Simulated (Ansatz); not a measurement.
**SiAs+ (quintet): wave-function methods side by side, cc-pVDZ**

The task here is to estimate one member of a computed series from the others.

Program: Ansatz 0.2.0, Gaussian basis. Level of theory: cc-pVDZ, core rule «outside noble gas», up to 19 orbitals frozen. These are calculated values, not measurements.

To be run: UHF; CCSD(T) on ROHF; CCSD(T) on UHF; BCCD(T) on ROHF; CISD as a restricted active space (open shells left free, so some higher excitations enter); CCSDT(Q) on ROHF; CCSDT(Q) on UHF; CASSCF and MRCISD+Q, 8 electrons in 8 orbitals; CASSCF and NEVPT2, 8 electrons in 8 orbitals.

19 further runs of the same task are left out: 6 that didn't finish, 13 set aside as unsound or not needed. Runs told in other sessions of the task aren't counted.

## The system

The geometry is a PBE0/def2-TZVP stationary point (not a proven minimum) of the parent state, kept for this charge and spin. No spin-orbit coupling is included. The filled d shell of As may be among the frozen orbitals whatever the setting's name suggests.

2 atoms, charge 1, spin multiplicity 5.

Atoms are counted from 1 here; the program's logs count them from 0.

Bond lengths: Si1–As2 2.454 Å.

Coordinates:

```xyz
2
AsSi
Si    0.0000    0.0000    0.0000
As    0.0000    0.0000    2.4536
```

Set-up of the first run:

Contents of in.yaml:

```yaml
crystal:
  periodic: [false, false, false]
  atoms:
    - {symbol: Si, position_ang: [0.000000, 0.000000, 0.000000]}
    - {symbol: As, position_ang: [0.000000, 0.000000, 2.453600]}
basis:
  gaussian: {orbitals: cc-pVDZ}
total_charge: 1
magnetization: {spin_polarized: true, initial_magnetization: 4}
hamiltonian: {xc: hf}
output: {orbitals: {seedname: orbitals}}
```

On the command line:

```bash
ansatz run in.yaml --threads 1 --pin off --events-out ev --progress --plain --max-ram 2393MiB
```

Among the steps run: UHF; CCSD(T) on ROHF; CCSD(T) on UHF; BCCD(T) on ROHF; CISD as a restricted active space (open shells left free, so some higher excitations enter); CCSDT(Q) on ROHF; CCSDT(Q) on UHF; CASSCF and MRCISD+Q, 8 electrons in 8 orbitals; CASSCF and NEVPT2, 8 electrons in 8 orbitals.

One table of the session follows, with a row left open; its other results are not shown here.

```
          method  from UCCSDT(Q) (kcal/mol)
            ROHF                     +91.49
             UHF                     +87.62
            RMP2                     +22.60
            UMP2                     +22.89
            CISD                      +6.93
           RCCSD                      +3.77
           UCCSD                      +3.39
        RCCSD(T)                      +1.17
        UCCSD(T)                      +0.87
         BCCD(T)                      +1.17
          RCCSDT                      +0.47
          UCCSDT                          ?
       RCCSDT(Q)                      +0.31
       UCCSDT(Q)                          0
  CASSCF valence                     +68.71
  NEVPT2 valence                     +15.73
  MRCISD valence                      +4.54
MRCISD+Q valence                      -0.35
```

**Question.** Estimate the row for UCCSDT.

As computed: from UCCSDT(Q) (kcal/mol): +0.16. In the column «from UCCSDT(Q) (kcal/mol)» it lies between UCCSDT(Q) (0) and RCCSDT(Q) (+0.31).

Caveats from the session: Restricted and unrestricted rows rest on different reference determinants; a gap between their highest levels can come from leftover correlation error, from unlike frozen cores or from another state.
